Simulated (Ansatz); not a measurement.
# BFH₂OS (SMILES OB(F)S): functionals against CCSD(T) at one geometry

The atoms stand at a structure displaced at random from a GFN2-xTB minimum. How far do the functionals agree with CCSD(T) there?

Method: single points in def2-TZVPP; program: Ansatz 0.2.0, Gaussian basis.

Correlated methods freeze the cores.

### 1 Where the work starts

SMILES `OB(F)S`, 6 atoms, charge 0, spin multiplicity 1.

Atoms are counted from 1 here; the program's logs count them from 0.

Bond lengths: O1–B2 1.284 Å, O1–H5 0.960 Å, B2–F3 1.331 Å, B2–S4 1.795 Å, S4–H6 1.365 Å. Angles: B2–O1–H5 116.8°, O1–B2–F3 123.5°, O1–B2–S4 122.0°, F3–B2–S4 114.5°, B2–S4–H6 96.1°.

Coordinates:

```xyz
6
charge 0, multiplicity 1
O     1.3002    0.6547   -0.1239
B     0.2001    0.0013   -0.0137
F     0.1430   -1.3157    0.1686
S    -1.3978    0.8186   -0.0335
H     2.1129    0.1442   -0.0911
H    -2.1418   -0.3111    0.1492
```

### 2 CCSD(T)/def2-TZVPP

run/in.yaml reads:

```yaml
crystal:
  periodic: [false, false, false]
  atoms:
    - {symbol: O, position_ang: [1.300200, 0.654700, -0.123900]}
    - {symbol: B, position_ang: [0.200100, 0.001300, -0.013700]}
    - {symbol: F, position_ang: [0.143000, -1.315700, 0.168600]}
    - {symbol: S, position_ang: [-1.397800, 0.818600, -0.033500]}
    - {symbol: H, position_ang: [2.112900, 0.144200, -0.091100]}
    - {symbol: H, position_ang: [-2.141800, -0.311100, 0.149200]}
basis:
  gaussian: {orbitals: def2-TZVPP}
correlation: {method: ccsd_t}
output: {forces: true}
```

No record of the launch command was kept for these runs.

### 3 PBE0-D4/def2-TZVPP

Changes to run/in.yaml since step 2:

```diff
@@ -11,3 +11,3 @@
   gaussian: {orbitals: def2-TZVPP}
-correlation: {method: ccsd_t}
-output: {forces: true}
+hamiltonian: {xc: pbe0, dispersion: d4}
+output: {forces: true, orbitals: {seedname: orbitals}}
```

### 4 wB97M-V/def2-TZVPP

Changes to run/in.yaml since step 3:

```diff
@@ -11,3 +11,3 @@
   gaussian: {orbitals: def2-TZVPP}
-hamiltonian: {xc: pbe0, dispersion: d4}
-output: {forces: true, orbitals: {seedname: orbitals}}
+hamiltonian: {xc: {name: wB97M-V}}
+output: {forces: true}
```

### 5 r2SCAN-D4/def2-TZVPP

Changes to run/in.yaml since step 4:

```diff
@@ -11,3 +11,3 @@
   gaussian: {orbitals: def2-TZVPP}
-hamiltonian: {xc: {name: wB97M-V}}
+hamiltonian: {xc: r2scan, dispersion: d4}
 output: {forces: true}
```

### 6 PBE-D4/def2-TZVPP

Changes to run/in.yaml since step 5:

```diff
@@ -11,3 +11,3 @@
   gaussian: {orbitals: def2-TZVPP}
-hamiltonian: {xc: r2scan, dispersion: d4}
+hamiltonian: {xc: pbe, dispersion: d4}
 output: {forces: true}
```

### 7 wB97X-V/def2-TZVPP

Changes to run/in.yaml since step 6:

```diff
@@ -11,3 +11,3 @@
   gaussian: {orbitals: def2-TZVPP}
-hamiltonian: {xc: pbe, dispersion: d4}
+hamiltonian: {xc: {name: wB97X-V}}
 output: {forces: true}
```

### 8 CAM-B3LYP-D4/def2-TZVPP

Changes to run/in.yaml since step 7:

```diff
@@ -11,3 +11,3 @@
   gaussian: {orbitals: def2-TZVPP}
-hamiltonian: {xc: {name: wB97X-V}}
+hamiltonian: {xc: {name: CAM-B3LYP}, dispersion: d4}
 output: {forces: true}
```

(Steps that only read results are left out.)

What does the calculation give? Wanted: energy less free atoms, CCSD(T)/def2-TZVPP; RMS force component; RMS force error; HOMO and LUMO, PBE0-D4; T1 diagnostic.

The runs gave:

| quantity | value |
| --- | --- |
| energy less free atoms, CCSD(T)/def2-TZVPP | -560.5 kcal/mol |
| RMS force component | 1.109 to 1.273 eV/Å over the methods |
| RMS force error | PBE0-D4 0.140, wB97M-V 0.101, r2SCAN-D4 0.108, PBE-D4 0.244, wB97X-V 0.087, CAM-B3LYP-D4 0.186 eV/Å |
| HOMO and LUMO, PBE0-D4 | -7.73 and 0.32 eV |
| T1 diagnostic | 0.012 |

**Reading.** Against CCSD(T) the functionals' energies less atoms differ by -31.8 to -16.8 kcal/mol, PBE-D4 by -31.8 kcal/mol. CCSD(T) in triple zeta still lacks some correlation energy of the bonds, so part of these gaps is its own basis error and they don't rank the functionals. On forces the order runs from wB97X-V to PBE-D4. Frozen-core CCSD(T) forces in triple zeta carry basis errors of their own, and this is one geometry, so small gaps rank nothing.
